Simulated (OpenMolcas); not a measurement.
# C3H9ClSi (chlorotrimethylsilane) at RI-MP2/def2-TZVP (RICD fitting, fitting threshold 1e-05)

Wanted: energy and forces of C3H9ClSi (chlorotrimethylsilane). 

The results are computed with OpenMolcas 26.06.

6 further runs of the same task are left out: 1 that didn't finish, 5 set aside as unsound or not needed.

## 1. The molecule

The species is C3H9ClSi (14 atoms), meant as a singlet with charge 0. SMILES: `C[Si](C)(C)Cl`. The shape is that of a GFN2-xTB optimisation.

Bond lengths: C1–Si2 1.905 Å, Si2–C3 1.905 Å, Si2–C4 1.905 Å, Si2–Cl5 2.045 Å, C1–H6 1.086 Å, C1–H7 1.085 Å, C1–H8 1.086 Å, C3–H9 1.086 Å, C3–H10 1.086 Å, C3–H11 1.086 Å, C4–H12 1.086 Å, C4–H13 1.087 Å, C4–H14 1.087 Å. Some angles: C1–Si2–C3 110.7°, C1–Si2–C4 110.7°, C1–Si2–Cl5 108.2°, C3–Si2–C4 110.8°, C3–Si2–Cl5 108.2°, C4–Si2–Cl5 108.2°, Si2–C1–H6 111.3°, Si2–C1–H7 111.3°, Si2–C1–H8 111.3°, Si2–C3–H9 111.3°.

## 2. Energy and forces at RI-MP2/def2-TZVP (RICD fitting, fitting threshold 1e-05)

Contents of job.inp:

```
* C3H9ClSi RI-MP2
>>> EXPORT MOLCAS_PRINT=2

&GATEWAY
  BasLib=$CurrDir
  Coord
  14
  bohr
  C     -3.22931518     1.08222725     0.41917905
  Si     0.22820333     0.64088172    -0.48342974
  C      2.32143406     0.65014138     2.44589142
  C      0.67308265    -2.39541684    -2.36423635
  Cl     1.27862649     3.60922572    -2.72290637
  H     -3.51606222     2.83921902     1.44206890
  H     -3.88624067    -0.44795958     1.61671739
  H     -4.43429904     1.13349552    -1.24213588
  H      2.12588520     2.40263559     3.49737283
  H      4.30313315     0.44945246     1.94842102
  H      1.83993184    -0.89049564     3.71189454
  H      0.18097907    -4.04388163    -1.24663343
  H      2.62019976    -2.61842342    -2.97684777
  H     -0.50555843    -2.41110156    -4.04537451
  Basis=def2-TZVP
  Group=NoSym
  RICD
  CDThreshold=1e-05

&SEWARD

&SCF
  PrOrbitals=0

&MBPT2
  Frozen=13
  Grdt

&ALASKA
```

The basis set def2-TZVP is read from a file made from the Basis Set Exchange's data (not shown).

Run with:

```console
$ export MOLCAS_MEM=1860
$ pymolcas job.inp > job.log
```

The program printed:

```text
--- Start Module: gateway ---

                                              &GATEWAY

                       available to each process: 1.9 GB of memory, 1 thread

 Basis Set     1 Label: C.DEF2-TZVP
 Basis set is read from library:.
 basistype.tbl is not found

 Basis Set     2 Label: SI.DEF2-TZVP
 Basis set is read from library:.
 basistype.tbl is not found

 Basis Set     3 Label: C.DEF2-TZVP
 Basis set is read from library:.
 basistype.tbl is not found

 Basis Set     4 Label: CL.DEF2-TZVP
 Basis set is read from library:.
 basistype.tbl is not found

 Basis Set     5 Label: H.DEF2-TZVP
 Basis set is read from library:.
 basistype.tbl is not found

++    Symmetry information:
      ---------------------

                    Character Table for C1

                             E
                    a        1  x, y, xy, Rz, z, xz, Ry, yz, Rx, I
--

++    Basis set information:
      ----------------------

      Basis set label: C.DEF2-TZVP.........

      Electronic valence basis set:
      ------------------
      Associated Effective Charge   6.000000 au
      Associated Actual Charge      6.000000 au
      Nuclear Model: Point charge

      Shell  nPrim  nBasis  Cartesian Spherical Contaminant
         s      11       5        X
         p       6       3        X
         d       2       2                 X
         f       1       1                 X

      Basis set label: SI.DEF2-TZVP.........

      Electronic valence basis set:
      ------------------
      Associated Effective Charge  14.000000 au
      Associated Actual Charge     14.000000 au
      Nuclear Model: Point charge

      Shell  nPrim  nBasis  Cartesian Spherical Contaminant
         s      14       5        X
         p       9       5        X
         d       3       2                 X
         f       1       1                 X

      Basis set label: C.DEF2-TZVP.........

      Electronic valence basis set:
      ------------------
      Associated Effective Charge   6.000000 au
      Associated Actual Charge      6.000000 au
      Nuclear Model: Point charge

      Shell  nPrim  nBasis  Cartesian Spherical Contaminant
         s      11       5        X
         p       6       3        X
         d       2       2                 X
         f       1       1                 X

      Basis set label: CL.DEF2-TZVP.........

      Electronic valence basis set:
      ------------------
      Associated Effective Charge  17.000000 au
      Associated Actual Charge     17.000000 au
      Nuclear Model: Point charge

      Shell  nPrim  nBasis  Cartesian Spherical Contaminant
         s      14       5        X
         p       9       5        X
         d       3       2                 X
         f       1       1                 X

      Basis set label: H.DEF2-TZVP.........

      Electronic valence basis set:
      ------------------
      Associated Effective Charge   1.000000 au
      Associated Actual Charge      1.000000 au
      Nuclear Model: Point charge

      Shell  nPrim  nBasis  Cartesian Spherical Contaminant
         s       5       3        X
         p       1       1        X
--

++    Molecular structure info:
      -------------------------

                    ************************************************
                    **** Cartesian Coordinates / bohr, angstrom ****
                    ************************************************

     Center  Label                x              y              z                     x              y              z
        1      C1              -3.229315       1.082227       0.419179             -1.708880       0.572690       0.221820
        2      SI2              0.228203       0.640882      -0.483430              0.120760       0.339140      -0.255820
        3      C3               2.321434       0.650141       2.445891              1.228450       0.344040       1.294310
[... 10 lines of this table left out ...]
       14      H14             -0.505558      -2.411102      -4.045375             -0.267530      -1.275900      -2.140720

                    ***************************************
                    *    InterNuclear Distances / bohr    *
                    ***************************************

               1 C1            2 SI2           3 C3            4 C4            5 CL5           6 H6
    1 C1       0.000000
    2 SI2      3.600545        0.000000
    3 C3       5.924954        3.600364        0.000000
    4 C4       5.922003        3.599230        5.927041        0.000000
[... 9 lines of this table left out ...]
   14 H14      6.289232        4.747679        7.713600        2.053209        6.416898        8.169519

               7 H7            8 H8            9 H9           10 H10          11 H11          12 H12
    7 H7       0.000000
    8 H8       3.312765        0.000000
    9 H9       6.914363        8.192050        0.000000
   10 H10      8.245072        9.326859        3.309771        0.000000
   11 H11      6.113482        8.246510        3.312477        3.312501        0.000000
   12 H12      6.137728        6.935852        8.236859        6.884082        6.105978        0.000000
   13 H13      8.255030        8.176312        8.207979        6.041722        6.952253        3.312910
   14 H14      6.880569        5.988098        9.326821        8.199504        8.245532        3.312138

              13 H13          14 H14
   13 H13      0.000000
   14 H14      3.309848        0.000000

                    *******************************************
                    *    InterNuclear Distances / angstrom    *
                    *******************************************

[... 92 lines left out ...]
      Nuclear repulsion energy =  298.08316977
[... 43 lines left out ...]
++ Convergence information
                                   SCF        iterations: Energy and convergence statistics
[... 14 lines left out ...]
       Convergence after  10 Iterations
[... 3 lines left out ...]
 *                                             SCF/KS-DFT Program, Final results                                             *
 *                                                       Final Results                                                       *
[... 41 lines left out ...]
      Dipole Moment (debye):
[... 20 lines left out ...]
WARNING!
[... 3 lines left out ...]
      Cartesian coordinates in angstrom:
      -----------------------------------------------------
      No.  Label        X            Y            Z
      -----------------------------------------------------
       1   C1        -1.70888000   0.57269000   0.22182000
       2   SI2        0.12076000   0.33914000  -0.25582000
       3   C3         1.22845000   0.34404000   1.29431000
[... 10 lines of this table left out ...]
      14   H14       -0.26753000  -1.27590000  -2.14072000
      -----------------------------------------------------
      Nuclear repulsion energy =  298.08316977

      Contents of RUNFILE file:
      -------------------------

      Symmetry species                           1
                                                 a
      Number of basis functions                221
      Frozen occupied orbitals                  13
      Active occupied orbitals                  16
      Active external orbitals                 192
      Deleted external orbitals                  0

      Reference numbers of frozen occupied orbitals according to the original input sequence
      symmetry species 1                        1  2  3  4  5  6  7  8  9 10 11 12 13

      Energies of the active occupied orbitals

      symmetry species 1                    -1.089218     -0.966525     -0.933914     -0.933829     -0.648228
                                            -0.579125     -0.570379     -0.570215     -0.554537     -0.554445
                                            -0.540265     -0.491919     -0.478716     -0.478619     -0.421866
                                            -0.421739

      Energies of the active external orbitals

      symmetry species 1                     0.122289      0.163369      0.163391      0.181825      0.194800
                                             0.203473      0.203649      0.237455      0.243278      0.243822
                                             0.258434      0.258711      0.260408      0.299262      0.299490
                                             0.312419      0.338613      0.338657      0.347614      0.388348
[... 34 lines of this table left out ...]
                                            23.382191     25.854536

      ********************************************************************************************************
      *                                               Results                                                *
      ********************************************************************************************************

       SCF energy                           =     -867.4396502508 a.u.
       Second-order correlation energy      =       -0.8194672166 a.u.
       ( Opposite-Spin contribution         =       -0.6332954997 )

       Total energy                         =     -868.2591174673 a.u.

       Reference weight ( Cref**2 )         =        0.77737

::    Total MBPT2 energy                             -868.2591174673

++    Molecular properties:
      ---------------------

      Charge (e):
                      =   -0.0000
      Dipole Moment (debye):
      Origin of the operator (angstrom)=    0.2302    0.6495   -0.4899
                   X= -4.8513E-01               Y= -1.3776E+00               Z=  1.0380E+00           Total=  1.7918E+00
      Quadrupole Moment (debye*angstrom):
      Origin of the operator (angstrom)=    0.2302    0.6495   -0.4899
                  XX= -4.7161E+01              XY= -3.3856E-01              XZ=  2.5642E-01              YY= -4.7988E+01
                  YZ=  7.2173E-01              ZZ= -4.7579E+01
      In traceless form (debye*angstrom)
                  XX=  6.2266E-01              XY= -5.0784E-01              XZ=  3.8463E-01              YY= -6.1842E-01
                  YZ=  1.0826E+00              ZZ= -4.2388E-03
--

       Zeroth-order energy (E0)             =     -243.7329681759 a.u.

       Shanks-type energy S1(E)             =     -868.2601955542 a.u.

--- Stop Module: mbpt2 /rc=_RC_ALL_IS_WELL_ ---
--- Module mbpt2 spent 4 minutes 10 seconds ---

--- Start Module: alaska ---

                                              &ALASKA

                       available to each process: 1.9 GB of memory, 1 thread

                     Threshold for contributions to the gradient: 1.000E-07

                    ********************************************
                    * Symmetry Adapted Cartesian Displacements *
                    ********************************************

           Irreducible representation : a
           Basis function(s) of irrep: x, y, xy, Rz, z, xz, Ry, yz, Rx, I

 Basis Label        Type   Center Phase
   1   C1           x         1     1
   2   C1           y         1     1
   3   C1           z         1     1
   4   SI2          x         2     1
   5   SI2          y         2     1
   6   SI2          z         2     1
   7   C3           x         3     1
   8   C3           y         3     1
   9   C3           z         3     1
  10   C4           x         4     1
  11   C4           y         4     1
  12   C4           z         4     1
  13   CL5          x         5     1
  14   CL5          y         5     1
  15   CL5          z         5     1
  16   H6           x         6     1
  17   H6           y         6     1
  18   H6           z         6     1
  19   H7           x         7     1
  20   H7           y         7     1
  21   H7           z         7     1
  22   H8           x         8     1
  23   H8           y         8     1
  24   H8           z         8     1
  25   H9           x         9     1
  26   H9           y         9     1
  27   H9           z         9     1
  28   H10          x        10     1
  29   H10          y        10     1
  30   H10          z        10     1
  31   H11          x        11     1
  32   H11          y        11     1
  33   H11          z        11     1
  34   H12          x        12     1
  35   H12          y        12     1
  36   H12          z        12     1
  37   H13          x        13     1
  38   H13          y        13     1
  39   H13          z        13     1
  40   H14          x        14     1
  41   H14          y        14     1
  42   H14          z        14     1

                     No automatic utilization of translational and rotational invariance of the energy is employed.

 RI-ERI gradients!

 **************************************************
 *              Molecular gradients               *
 **************************************************

  Irreducible representation: a
 ------------------------------------------------------------------------------------------
                              X                       Y                       Z
 ------------------------------------------------------------------------------------------
  C1               -1.37257028922129E-02   -9.45941427423214E-05    4.59206245240606E-03
  SI2               6.95453158283676E-03    1.92168450821502E-02   -1.46731853654387E-02
  C3                7.27620875952173E-03   -1.56591709806031E-03    1.22686659674240E-02
[... 10 lines of this table left out ...]
  H14               2.75388013241340E-03   -1.55952531119641E-03    2.66763109240298E-03
 ------------------------------------------------------------------------------------------

--- Stop Module: alaska /rc=_RC_ALL_IS_WELL_ ---
--- Module alaska spent 1 minute 14 seconds ---

.##################.
.# Happy landing! #.
.##################.

    Timing: Wall=357.46 User=291.00 System=66.38
```

Wall time 6 min (1 thread of Arm Neoverse V1, shared host); peak memory 1.2 GiB.

## 3. Results

Level: RI-MP2/def2-TZVP (RICD fitting, fitting threshold 1e-05), 13 core orbitals frozen.

| quantity | value |
| --- | --- |
| total energy | -868.25912 Eh |
| dipole moment (mean-field density) | 1.93 D |
| HOMO energy (Hartree–Fock orbitals) | -11.48 eV |
| LUMO energy (Hartree–Fock orbitals) | 3.33 eV |
| HOMO–LUMO gap (Hartree–Fock orbitals) | 14.80 eV |
| correlation energy (13 core orbitals frozen) | -819.5 mEh |
| largest force on an atom | 1.294 eV/Å |

**Reading.** The largest force is 1.29 eV/Å: the shape isn't a stationary point for this species at this level.
